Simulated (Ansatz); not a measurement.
# CH₃NOSSi: one species, many methods

One table from this session's results is given with a row withheld; the runs are named, their logs left out.

The runs use Ansatz 0.2.0, Gaussian basis; functionals in def2-TZVPP, the program's frozen cores in correlated methods.

Levels to be run: LDA (SPW92), PBE-D4, revPBE-D4, BLYP-D4, r2SCAN-D4, B97M-V, PBE0-D4, B3LYP-D4, r2SCANh-D4, r2SCAN0-D4, HSE06-D4, BHLYP-D4, CAM-B3LYP-D4, LC-ωPBE, ωB97X-V, ωB97M-V, B2PLYP, PBE-QIDH; CCSD(T)/def2-SVP; CCSD(T)/def2-TZVPP; MP2/def2-QZVPP; extrapolation to the limit; RPA on PBE.

## The relaxed structure

The geometry comes from an earlier relaxation with PBE0-D4 in a triple-zeta def2 set; it is a stationary point, not always the lowest conformer.

SMILES `OC1=N[SiH2]S1`, 8 atoms, charge 0, spin multiplicity 1.

Atoms are counted from 1 here; the program's logs count them from 0.

Bond lengths: O1–C2 1.324 Å, O1–H6 0.969 Å, C2–N3 1.281 Å, C2–S5 1.785 Å, N3–Si4 1.744 Å, Si4–S5 2.170 Å, Si4–H7 1.480 Å, Si4–H8 1.480 Å. Angles: C2–O1–H6 106.5°, O1–C2–N3 126.0°, O1–C2–S5 117.2°, N3–C2–S5 116.8°, C2–N3–Si4 92.6°, N3–Si4–S5 83.4°, N3–Si4–H7 115.7°, N3–Si4–H8 115.7°, S5–Si4–H7 114.3°, S5–Si4–H8 114.3°, H7–Si4–H8 110.9°, C2–S5–Si4 67.1°.

Set-up of the first run:

Contents of in.yaml:

```yaml
crystal:
  periodic: [false, false, false]
  atoms:
    - {symbol: O, position_ang: [0.388378, 2.039385, 0.687855]}
    - {symbol: C, position_ang: [0.161616, 0.824736, 0.211475]}
    - {symbol: N, position_ang: [0.017114, -0.241313, 0.906749]}
    - {symbol: Si, position_ang: [-0.217953, -1.229295, -0.511606]}
    - {symbol: S, position_ang: [0.045759, 0.651982, -1.561148]}
    - {symbol: H, position_ang: [0.421606, 1.955501, 1.652744]}
    - {symbol: H, position_ang: [0.839159, -2.230334, -0.779744]}
    - {symbol: H, position_ang: [-1.563578, -1.827761, -0.661925]}
basis:
  gaussian: {orbitals: def2-TZVPP}
hamiltonian: {xc: lda}
output: {orbitals: {seedname: orbitals}}
```

Launch:

```sh
$ ansatz run in.yaml --threads 2 --pin off --events-out ev --progress --plain --max-ram 4352MiB
```

Among the steps run: LDA; PBE-D4 (GGA); revPBE-D4 (GGA); BLYP-D4 (GGA); r2SCAN-D4 (meta-GGA); B97M-V (meta-GGA); PBE0-D4 (hybrid); B3LYP-D4 (hybrid); r2SCANh-D4 (hybrid); r2SCAN0-D4 (hybrid); HSE06-D4 (hybrid); BHLYP-D4 (hybrid); CAM-B3LYP-D4 (range-separated); LC-ωPBE (range-separated); ωB97X-V (range-separated); ωB97M-V (range-separated); B2PLYP (double hybrid); PBE-QIDH (double hybrid).

One of the session's tables, all rows but one given; the rest of the session is left out.

It belongs to the step «Frontier levels by functional». 

| functional | HOMO (eV) | gap (eV) |
| --- | --- | --- |
| LDA (SPW92) | -6.41 | 4.81 |
| PBE-D4 | -6.25 | 4.89 |
| revPBE-D4 | -6.19 | 4.92 |
| BLYP-D4 | ? | ? |
| r2SCAN-D4 | -6.51 | 5.45 |
| B97M-V | -6.59 | 5.45 |
| PBE0-D4 | -7.45 | 6.98 |
| B3LYP-D4 | -7.20 | 6.52 |
| r2SCANh-D4 | -6.96 | 6.21 |
| r2SCAN0-D4 | -7.62 | 7.35 |
| HSE06-D4 | -7.05 | 6.20 |
| BHLYP-D4 | -8.49 | 8.97 |
| CAM-B3LYP-D4 | -8.75 | 9.32 |
| LC-ωPBE | -10.13 | 11.87 |
| ωB97X-V | -9.76 | 11.39 |
| ωB97M-V | -9.61 | 10.95 |

Q: Estimate the row for BLYP-D4 from the others.

Worked estimate for «HOMO (eV)». Against the share of exact exchange, B3LYP-D4 (0.2, -7.20), BHLYP-D4 (0.5, -8.49) give a slope of -4.30 per unit share; at 0 the line stands at -6.34.

**Answer.** HOMO (eV): -6.07; gap (eV): 4.85. In «HOMO (eV)» the line misses by -0.27.
